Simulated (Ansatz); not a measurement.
# C₈H₄Ti: up Jacob's ladder to CCSD(T)

An exercise on one series of results from a longer session: the logs are not shown, and one member is left open.

The runs use Ansatz 0.2.0, Gaussian basis; functionals in def2-TZVPP, the program's frozen cores in correlated methods.

The runs, in order: LDA (SPW92), PBE-D4, revPBE-D4, BLYP-D4, r2SCAN-D4, B97M-V, PBE0-D4, B3LYP-D4, r2SCANh-D4, r2SCAN0-D4, HSE06-D4, BHLYP-D4, CAM-B3LYP-D4, LC-ωPBE, ωB97X-V, ωB97M-V, B2PLYP, PBE-QIDH; CCSD(T)/def2-SVP; CCSD(T)/def2-TZVPP; MP2/def2-QZVPP; extrapolation to the limit; RPA on PBE.

## The geometry

An earlier PBE0-D4 in a triple-zeta def2 set relaxation fixed the geometry.

SMILES `C#[C][Ti]([C]#C)([C]#C)[C]#C`, 13 atoms, charge 0, spin multiplicity 1.

Atoms are counted from 1 here; the program's logs count them from 0.

Bond lengths: C1–C2 1.216 Å, C1–H10 1.067 Å, C2–Ti3 2.009 Å, Ti3–C4 2.009 Å, Ti3–C6 2.009 Å, Ti3–C8 2.009 Å, C4–C5 1.216 Å, C5–H11 1.067 Å, C6–C7 1.216 Å, C7–H12 1.067 Å, C8–C9 1.216 Å, C9–H13 1.067 Å. Angles: C2–C1–H10 180.0°, C1–C2–Ti3 180.0°, C2–Ti3–C4 109.5°, C2–Ti3–C6 109.5°, C2–Ti3–C8 109.5°, C4–Ti3–C6 109.5°, C4–Ti3–C8 109.5°, C6–Ti3–C8 109.5°, Ti3–C4–C5 179.9°, C4–C5–H11 180.0°, Ti3–C6–C7 180.0°, C6–C7–H12 180.0°, Ti3–C8–C9 180.0°, C8–C9–H13 180.0°.

Geometry (Å):

| atom | x (Å) | y (Å) | z (Å) |
| --- | --- | --- | --- |
| C1 | 3.00929 | 0.44237 | -1.07688 |
| C2 | 1.87516 | 0.27448 | -0.67051 |
| Ti3 | 0.00216 | -0.00267 | 0.00089 |
| C4 | -1.05805 | -1.01746 | -1.37094 |
| C5 | -1.70097 | -1.63192 | -2.20080 |
| C6 | -0.86194 | 1.78083 | 0.32979 |
| C7 | -1.38525 | 2.86066 | 0.52897 |
| C8 | 0.05301 | -1.04843 | 1.71542 |
| C9 | 0.08282 | -1.68180 | 2.75346 |
| H10 | 4.00441 | 0.58971 | -1.43345 |
| H11 | -2.26499 | -2.17108 | -2.92902 |
| H12 | -1.84443 | 3.80815 | 0.70372 |
| H13 | 0.10908 | -2.23754 | 3.66427 |

Set-up of the first run:

The input, in.yaml:

```yaml
crystal:
  periodic: [false, false, false]
  atoms:
    - {symbol: C, position_ang: [3.009290, 0.442370, -1.076880]}
    - {symbol: C, position_ang: [1.875160, 0.274476, -0.670515]}
    - {symbol: Ti, position_ang: [0.002159, -0.002673, 0.000893]}
    - {symbol: C, position_ang: [-1.058055, -1.017460, -1.370939]}
    - {symbol: C, position_ang: [-1.700967, -1.631923, -2.200802]}
    - {symbol: C, position_ang: [-0.861935, 1.780831, 0.329788]}
    - {symbol: C, position_ang: [-1.385255, 2.860661, 0.528965]}
    - {symbol: C, position_ang: [0.053013, -1.048426, 1.715416]}
    - {symbol: C, position_ang: [0.082825, -1.681797, 2.753455]}
    - {symbol: H, position_ang: [4.004409, 0.589712, -1.433451]}
    - {symbol: H, position_ang: [-2.264992, -2.171084, -2.929020]}
    - {symbol: H, position_ang: [-1.844426, 3.808151, 0.703721]}
    - {symbol: H, position_ang: [0.109075, -2.237536, 3.664269]}
basis:
  gaussian: {orbitals: def2-TZVPP}
hamiltonian: {xc: lda}
output: {orbitals: {seedname: orbitals}}
```

Started as:

```bash
> ansatz run in.yaml --threads 2 --pin off --events-out ev --progress --plain --max-ram 22528MiB --backend cuda --devices 0, --max-vram 18GiB
```

Among the steps run: LDA; PBE-D4 (GGA); revPBE-D4 (GGA); BLYP-D4 (GGA); r2SCAN-D4 (meta-GGA); B97M-V (meta-GGA); B3LYP-D4 (hybrid); r2SCANh-D4 (hybrid); r2SCAN0-D4 (hybrid); HSE06-D4 (hybrid); BHLYP-D4 (hybrid); CAM-B3LYP-D4 (range-separated); LC-ωPBE (range-separated); ωB97X-V (range-separated); ωB97M-V (range-separated); B2PLYP (double hybrid); PBE-QIDH (double hybrid).

One of the session's tables, all rows but one given; the rest of the session is left out.

It belongs to the step «Orbital energies across the functionals». 

```
  functional  HOMO (eV)  LUMO (eV)  gap (eV)
 LDA (SPW92)      -7.22      -4.36      2.86
      PBE-D4      -7.01      -4.12      2.89
   revPBE-D4      -6.94      -4.04      2.90
     BLYP-D4          ?          ?         ?
   r2SCAN-D4      -7.23      -4.05      3.18
      B97M-V      -7.18      -3.98      3.20
     PBE0-D4      -8.15      -3.30      4.85
    B3LYP-D4      -7.90      -3.50      4.40
  r2SCANh-D4      -7.66      -3.74      3.92
  r2SCAN0-D4      -8.30      -3.24      5.06
    HSE06-D4      -7.75      -3.67      4.08
    BHLYP-D4      -9.12      -2.24      6.88
CAM-B3LYP-D4      -9.45      -2.29      7.16
     LC-ωPBE     -10.90      -1.30      9.61
     ωB97X-V     -10.46      -1.27      9.19
     ωB97M-V     -10.34      -1.28      9.07
```

**Question.** Estimate the row for BLYP-D4.

Worked estimate for «HOMO (eV)». Against the share of exact exchange, B3LYP-D4 (0.2, -7.90), BHLYP-D4 (0.5, -9.12) give a slope of -4.07 per unit share; at 0 the line stands at -7.09.

As computed: HOMO (eV): -6.82; LUMO (eV): -3.97; gap (eV): 2.85. In «HOMO (eV)» the line misses by -0.27.
